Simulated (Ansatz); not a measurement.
# CH5Ge (SMILES [CH3][GeH2]), step by step

We compute a series of 12 runs (UHF/STO-3G, UHF/3-21G, UHF/6-31G*, UB3LYP/6-31G*, UMP2/6-31G*) of CH5Ge. 

The results are computed with Ansatz 0.2.0.

**1. The structure to begin with**

CH5Ge: 7 atoms, total charge 0, spin state doublet. As SMILES, `[CH3][GeH2]`. The shape is that of a PBE0-D4/def2-TZVP optimisation. The run starts from this shape.

Bond lengths: C1–Ge2 1.960 Å, C1–H3 1.090 Å, C1–H4 1.090 Å, C1–H5 1.093 Å, Ge2–H6 1.546 Å, Ge2–H7 1.546 Å. Angles: C1–Ge2–H6 111.3°, C1–Ge2–H7 111.3°, Ge2–C1–H3 110.3°, Ge2–C1–H4 110.3°, Ge2–C1–H5 109.7°, H6–Ge2–H7 109.5°, H3–C1–H4 109.0°, H3–C1–H5 108.8°, H4–C1–H5 108.8°.

**2. A geometry optimisation at UHF/STO-3G (start density atoms) (run 1)**

input.yaml

```yaml
crystal:
  periodic: [false, false, false]
  atoms:
    - {symbol: C, position_ang: [-0.247600, -0.809300, -0.206400]}
    - {symbol: Ge, position_ang: [0.396000, 0.824800, 0.663000]}
    - {symbol: H, position_ang: [-1.153200, -1.166400, 0.283800]}
    - {symbol: H, position_ang: [0.513100, -1.588100, -0.157000]}
    - {symbol: H, position_ang: [-0.473200, -0.603400, -1.255600]}
    - {symbol: H, position_ang: [-0.673100, 1.940800, 0.621200]}
    - {symbol: H, position_ang: [1.699200, 1.333700, 0.005300]}
basis:
  gaussian:
    orbitals: STO-3G
magnetization:
  spin_polarized: true
  initial_magnetization: 1
hamiltonian:
  xc: hf
relax:
  f_tol: 0.002
output:
  orbitals: {seedname: orbitals}
```

The run is started by

```sh
$ ansatz run input.yaml --threads 1 --pin off --max-ram 3480MiB --events-out events.jsonl --progress --plain --runs-dir runs
```

The log of the run, cut to the lines that bear on the results:

```text
Warning: RAYON_NUM_THREADS=1 ignored (pool sized by the plan → 1); use --threads N
[...]
Functional definition: HF
  name "HF"
[...]
334 factors; integrals over basis functions are off by at most 1.4e-5 eV
[...]
mean field -56927.05061324 eV, -2092.0305234959 hartree, gradient 2.0e-5 eV, S^2 0.752792; 0 other end points of the search recorded, 0 dependent functions left out
[...]
reference -56927.05061324 eV, -2092.0305234959 hartree; 22, 21 occupied and 6, 7 virtual orbitals, 334 factors
relax step   1: F+E_penalty+E_count = -56927.05061324 eV  Δ(F+E_penalty+E_count) = +0.000e0 eV  max|allowed force component| = 1.896e0 eV/Å  Δτ_max = 0.0000 Å  (29 SCF iters, accepted)
[...]
relax step   6: F+E_penalty+E_count = -56927.37084188 eV  Δ(F+E_penalty+E_count) = -5.083e-6 eV  max|allowed force component| = 2.056e-3 eV/Å  Δτ_max = 0.0014 Å  (24 SCF iters, accepted)
[...]
relax step   7: F+E_penalty+E_count = -56927.37084219 eV  Δ(F+E_penalty+E_count) = -3.064e-7 eV  max|allowed force component| = 3.325e-4 eV/Å  Δτ_max = 0.0006 Å  (24 SCF iters, accepted)
334 factors; integrals over basis functions are off by at most 1.8e-5 eV
mean field -56927.37084219 eV, -2092.0422916925 hartree, gradient 4.3e-5 eV, S^2 0.752960; 1 other end points of the search recorded, 0 dependent functions left out
[...]
reference -56927.37084219 eV, -2092.0422916925 hartree; 22, 21 occupied and 6, 7 virtual orbitals, 334 factors
Total energy: -56927.37084219 eV, -2092.0422916925 hartree
Atom 0 at    -0.230583    -0.757918    -0.191779 Å, force    -0.000137    -0.000333    -0.000095 eV/Å
Atom 1 at     0.396165     0.832328     0.653324 Å, force     0.000004    -0.000284    -0.000134 eV/Å
Atom 2 at    -1.130647    -1.133860     0.277031 Å, force     0.000107     0.000184    -0.000001 eV/Å
Atom 3 at     0.505654    -1.550181    -0.153026 Å, force    -0.000027     0.000170     0.000125 eV/Å
Atom 4 at    -0.462462    -0.589544    -1.237001 Å, force     0.000116     0.000123     0.000080 eV/Å
Atom 5 at    -0.607127     1.845883     0.590295 Å, force     0.000041     0.000049     0.000045 eV/Å
Atom 6 at     1.590201     1.285392     0.015456 Å, force    -0.000103     0.000092    -0.000021 eV/Å
Dipole moment:     0.023698    -0.016638     0.106786 e Å
```

Run time: 1.3 s. Hardware: 1 thread of AMD EPYC 9R45 (Zen 5), shared host.

The path in brief:

```tsv
step	energy from the first frame kept (eV)	largest force (eV/Å)
1	0.0000	2.1820
2	-0.2896	0.9037
3	-0.3187	0.0910
4	-0.3201	0.0277
5	-0.3202	0.0073
6	-0.3202	0.0022
7	-0.3202	0.0004
```

After the run. Bond lengths: C1–Ge2 1.907 Å, C1–H3 1.082 Å, C1–H4 1.082 Å, C1–H5 1.084 Å, Ge2–H6 1.428 Å, Ge2–H7 1.428 Å. Angles: C1–Ge2–H6 110.0°, C1–Ge2–H7 110.0°, Ge2–C1–H3 111.8°, Ge2–C1–H4 111.8°, Ge2–C1–H5 111.6°, H6–Ge2–H7 110.0°, H3–C1–H4 107.2°, H3–C1–H5 107.1°, H4–C1–H5 107.1°.

**3. The harmonic vibrations at UHF/STO-3G (start density atoms) (run 2)**

in.yaml

```yaml
crystal:
  periodic: [false, false, false]
  atoms:
    - {symbol: C, position_ang: [-0.230583, -0.757918, -0.191779]}
    - {symbol: Ge, position_ang: [0.396165, 0.832328, 0.653324]}
    - {symbol: H, position_ang: [-1.130647, -1.133860, 0.277031]}
    - {symbol: H, position_ang: [0.505654, -1.550181, -0.153026]}
    - {symbol: H, position_ang: [-0.462462, -0.589544, -1.237001]}
    - {symbol: H, position_ang: [-0.607127, 1.845883, 0.590295]}
    - {symbol: H, position_ang: [1.590201, 1.285392, 0.015456]}
basis:
  gaussian:
    orbitals: STO-3G
magnetization:
  spin_polarized: true
  initial_magnetization: 1
hamiltonian:
  xc: hf
phonons:
  temperatures:
    t_min: 298.15
    t_max: 298.15
    t_step: 1
```

The run is started by

```sh
$ ansatz run in.yaml --threads 1 --pin off --max-ram 3480MiB --events-out events.jsonl --progress --plain --runs-dir runs
```

The log of the run, cut to the lines that bear on the results:

```text
Warning: RAYON_NUM_THREADS=1 ignored (pool sized by the plan → 1); use --threads N
Functional definition: HF
  name "HF"
[...]
337 factors; integrals over basis functions are off by at most 8.2e-6 eV
[...]
mean field -56927.37088119 eV, -2092.0422931258 hartree, gradient 2.3e-5 eV, S^2 0.752960; 0 other end points of the search recorded, 0 dependent functions left out
[...]
reference -56927.37088119 eV, -2092.0422931258 hartree; 22, 21 occupied and 6, 7 virtual orbitals, 337 factors
[...]
337 factors; integrals over basis functions are off by at most 8.2e-6 eV
[...]
mean field -56927.37065216 eV, -2092.0422847092 hartree, gradient 1.8e-6 eV, S^2 0.752961; 0 other end points of the search recorded, 0 dependent functions left out
[...]
reference -56927.37065216 eV, -2092.0422847092 hartree; 22, 21 occupied and 6, 7 virtual orbitals, 337 factors
[...]
337 factors; integrals over basis functions are off by at most 8.2e-6 eV
[...]
reference -56927.37086556 eV, -2092.0422925513 hartree; 22, 21 occupied and 6, 7 virtual orbitals, 337 factors
Total energy: -56927.37088119 eV, -2092.0422931258 hartree
Atom 0 at    -0.230583    -0.757918    -0.191779 Å, force    -0.000060    -0.000190    -0.000088 eV/Å
Atom 1 at     0.396165     0.832328     0.653324 Å, force    -0.000088    -0.000402    -0.000150 eV/Å
Atom 2 at    -1.130647    -1.133860     0.277031 Å, force     0.000108     0.000183     0.000001 eV/Å
Atom 3 at     0.505654    -1.550181    -0.153026 Å, force    -0.000018     0.000175     0.000143 eV/Å
Atom 4 at    -0.462462    -0.589544    -1.237001 Å, force     0.000117     0.000128     0.000105 eV/Å
Atom 5 at    -0.607127     1.845883     0.590295 Å, force     0.000034     0.000056     0.000049 eV/Å
Atom 6 at     1.590201     1.285392     0.015456 Å, force    -0.000093     0.000050    -0.000060 eV/Å
Dipole moment:     0.023698    -0.016638     0.106787 e Å
Vibrations: 147.69 658.97 669.71 730.07 1040.19 1083.93 1100.12 1665.52 1857.19 1858.14 2374.38 2421.87 3559.54 3733.28 3747.47 cm⁻¹, zero-point energy 1.651971 eV
```

Wall time 5.7 s (1 thread of AMD EPYC 9R45 (Zen 5), shared host).

Runs 3 to 11 aren't shown in full; the table further down has their settings and results.

**4. The harmonic vibrations at UMP2/6-31G(d) (Cartesian functions, start density atoms) (run 12)**

in.yaml

```yaml
crystal:
  periodic: [false, false, false]
  atoms:
    - {symbol: C, position_ang: [-0.249088, -0.811822, -0.209502]}
    - {symbol: Ge, position_ang: [0.395754, 0.826484, 0.659281]}
    - {symbol: H, position_ang: [-1.154454, -1.168260, 0.284138]}
    - {symbol: H, position_ang: [0.512681, -1.591069, -0.155656]}
    - {symbol: H, position_ang: [-0.475451, -0.611533, -1.259956]}
    - {symbol: H, position_ang: [-0.671136, 1.947524, 0.627050]}
    - {symbol: H, position_ang: [1.702893, 1.340776, 0.008944]}
basis:
  gaussian:
    orbitals: "6-31G*"
magnetization:
  spin_polarized: true
  initial_magnetization: 1
correlation:
  method: mp2
phonons:
  temperatures:
    t_min: 298.15
    t_max: 298.15
    t_step: 1
```

The run is started by

```sh
$ ansatz run in.yaml --threads 1 --pin off --max-ram 3480MiB --events-out events.jsonl --progress --plain --runs-dir runs
```

The log of the run, cut to the lines that bear on the results:

```text
Warning: RAYON_NUM_THREADS=1 ignored (pool sized by the plan → 1); use --threads N
Functional definition: HF
  name "HF"
[...]
684 factors; integrals over basis functions are off by at most 4.0e-4 eV
[...]
mean field -57574.25635120 eV, -2115.8148956741 hartree, gradient 1.4e-6 eV, S^2 0.753511; 0 other end points of the search recorded, 0 dependent functions left out
10 core orbitals not correlated: weight in the atoms' cores, before any rotation towards them, 1.000 or more for the frozen orbitals, at most 0.000 for the correlated occupied ones
reference -57574.25635120 eV, -2115.8148956741 hartree; 12, 11 occupied and 38, 39 virtual orbitals, 684 factors
second order -10.20443541 eV of doubles, -0.00000000 eV of singles
[...]
684 factors; integrals over basis functions are off by at most 4.0e-4 eV
[...]
second order -10.20442973 eV of doubles, -0.00000000 eV of singles
[...]
Total energy: -57584.46078662 eV, -2116.1899017587 hartree
Atom 0 at    -0.249088    -0.811822    -0.209502 Å, force    -0.000931    -0.000958    -0.001959 eV/Å
Atom 1 at     0.395754     0.826484     0.659281 Å, force     0.000619     0.000799    -0.000110 eV/Å
Atom 2 at    -1.154454    -1.168260     0.284138 Å, force     0.000297    -0.000023     0.000213 eV/Å
Atom 3 at     0.512681    -1.591069    -0.155656 Å, force    -0.000280    -0.000026     0.000660 eV/Å
Atom 4 at    -0.475451    -0.611533    -1.259956 Å, force     0.000636     0.000415     0.000961 eV/Å
Atom 5 at    -0.671136     1.947524     0.627050 Å, force     0.000054    -0.000223     0.000219 eV/Å
Atom 6 at     1.702893     1.340776     0.008944 Å, force    -0.000396     0.000018     0.000016 eV/Å
Dipole moment:    -0.058663    -0.135572    -0.092036 e Å
Vibrations: 163.26 512.26 555.27 603.15 851.59 889.99 906.04 1340.62 1524.77 1528.45 2122.29 2146.12 3118.93 3216.70 3232.74 cm⁻¹, zero-point energy 1.407976 eV
Checks for a lower state left out: cluster_reference
```

It took 36 s on 1 thread of AMD EPYC 9R45 (Zen 5), shared host; peak memory 0.15 GiB.

**5. All runs side by side**

```tsv
run	level	task	walk f tol	partner	energy (Eh)	dipole moment (D)	⟨S²⟩	wall time
1	UHF/STO-3G (start density atoms)	optimise	0.002	base	-2092.042292	0.53	0.753	1.3 s
2	UHF/STO-3G (start density atoms)	frequencies	–	base	-2092.042293	0.53	0.753	5.7 s
3	UHF/STO-3G (start density atoms)	energy	–	cation	-2091.822579	–	–	0.08 s
4	UHF/STO-3G (start density atoms)	optimise	–	cation	-2091.864024	–	–	1.3 s
5	UHF/3-21G (start density atoms)	optimise	0.002	base	-2105.877223	0.65	0.753	1.1 s
6	UHF/3-21G (start density atoms)	frequencies	–	base	-2105.877223	0.65	0.753	6.3 s
7	UHF/6-31G* (Cartesian functions, start density atoms)	optimise	0.002	base	-2115.815087	0.72	0.753	3.3 s
8	UHF/6-31G* (Cartesian functions, start density atoms)	frequencies	–	base	-2115.815087	0.72	0.753	20 s
9	UB3LYP/6-31G* (Cartesian functions, start density atoms)	optimise	0.002	base	-2117.836015	0.91	0.751	8.7 s
10	UB3LYP/6-31G* (Cartesian functions, start density atoms)	frequencies	–	base	-2117.836015	0.91	0.751	37 s
11	UMP2/6-31G* (Cartesian functions, start density atoms)	optimise	0.002	base	-2116.189902	0.84	0.754	5.1 s
12	UMP2/6-31G* (Cartesian functions, start density atoms)	frequencies	–	base	-2116.189902	0.84	0.754	36 s
```

**6. What came out**

| quantity | value |
| --- | --- |
| run 12, UMP2/6-31G*: total energy | -2116.18990 Eh |
| run 12, UMP2/6-31G*: dipole moment (correlated density) | 0.84 D |
| run 12, UMP2/6-31G*: correlation energy (10 core orbitals frozen) | -375.0 mEh |
| run 12, UMP2/6-31G*: ⟨S²⟩ of the reference determinant | 0.754 |
| run 12, UMP2/6-31G*: largest force on an atom | 0.002 eV/Å |
| run 12, UMP2/6-31G*: lowest harmonic wavenumber | 163 cm⁻¹ |
| run 12, UMP2/6-31G*: highest harmonic wavenumber | 3233 cm⁻¹ |
| run 12, UMP2/6-31G*: zero-point energy | 135.8 kJ/mol |
| vertical ionisation energy (to the singlet cation) | 5.979 eV |
| adiabatic ionisation energy (to the singlet cation, no zero-point term) | 4.851 eV |

Removing an electron at fixed nuclei costs 5.98 eV (138 kcal/mol). Only the singlet of the ionised species was computed; a triplet could lie lower. In a minimal basis such a difference can be off by several eV, whatever the method. The adiabatic ionisation energy (to the singlet cation, no zero-point term) is 4.85 eV (112 kcal/mol). In runs 1, 2, 3, 4 the basis is minimal, so the values are rough. All runs together took 2.1 min, the longest 37 s.
